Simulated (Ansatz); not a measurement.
# Al2O: the cost of one run

Program: Ansatz 0.2.0. Level of theory: DFT PBE, scalar-relativistic, plane waves, PAW. These are calculated values, not measurements.

2 further runs of the same task are left out: 1 that didn't finish, 1 set aside as unsound or not needed.

## (1) The system as given

Symmetry: P4_2/mmc, No. 131, tetragonal system. The conventional cell has a = 3.422 Å, b = 3.422 Å, c = 9.227 Å, α = 90.00°, β = 90.00°, γ = 90.00°. Around Al (site symmetry -4m2) lie 4 Al at 2.87 Å. Al (site symmetry mmm) has 2 O at 1.71 Å as nearest neighbours. Around O (site symmetry mmm) lie 2 Al at 1.71 Å.

Structure file:

```
CELL_PARAMETERS angstrom
3.42223 0.00000 0.00000
0.00000 3.42223 0.00000
0.00000 0.00000 9.22682
ATOMIC_POSITIONS crystal
Al 0.00000 0.00000 0.25000
Al 0.00000 0.00000 0.75000
Al 0.00000 0.50000 0.50000
Al 0.50000 0.00000 0.00000
O 0.50000 0.50000 0.00000
O 0.50000 0.50000 0.50000
```

The cell was relaxed beforehand at this level, from a generated guess; it needn't be the stable form of this composition. At a tolerance of 0.05 Å it has space group P4_2/mmc (No. 131); it has 18.01 Å³/atom, an uncorrected energy of -0.66 eV/atom over the elements.

## (2) Static run: bands, density of states and charges

input.yaml reads:

```yaml
crystal:
  lattice:
    - [3.4222312237, 0.0, 0.0]
    - [0.0, 3.4222312237, 0.0]
    - [0.0, 0.0, 9.226817315]
  atoms:
    - { symbol: Al, position: [0.0, 0.0, 0.25] }
    - { symbol: Al, position: [0.0, 0.0, 0.75] }
    - { symbol: Al, position: [0.0, 0.5, 0.5] }
    - { symbol: Al, position: [0.5, 0.0, 0.0] }
    - { symbol: O, position: [0.5, 0.5, 0.0] }
    - { symbol: O, position: [0.5, 0.5, 0.5] }
basis:
  ecutwfc: 420
kpoints:
  mp_grid: { grid: [12, 12, 4] }
  band_path:
    path:
      - [[0.0, 0.0, 0.0], [0.0, 0.5, 0.0], [0.5, 0.5, 0.0], [0.0, 0.0, 0.0], [0.0, 0.0, 0.5], [0.0, 0.5, 0.5], [0.5, 0.5, 0.5], [0.0, 0.0, 0.5]]
      - [[0.0, 0.5, 0.0], [0.0, 0.5, 0.5]]
      - [[0.5, 0.5, 0.0], [0.5, 0.5, 0.5]]
    npoints: 14
hamiltonian:
  xc: pbe
scf:
  occupations: { method: gaussian, width: 0.1 }
  n_extra_bands: 15
output:
  forces: true
  stress: true
  eigenvalues: true
  populations: true
  dos: { projected: true, de: 0.02, nscf_kmesh: { grid: [15, 15, 5] } }
  bader: true
  write_density: true
  write_potential: true
  elf: true
  volumetric_format: npy
```

Launch:

```
$ ansatz run input.yaml --threads 1 --pin off --max-ram 2560MiB --backend cpu --events-out ev --progress --plain --runs-dir out
```

What time and memory should one allow on 1 thread of Arm Neoverse V1, shared host?

About 1.7 min, with a peak of 0.48 GiB.
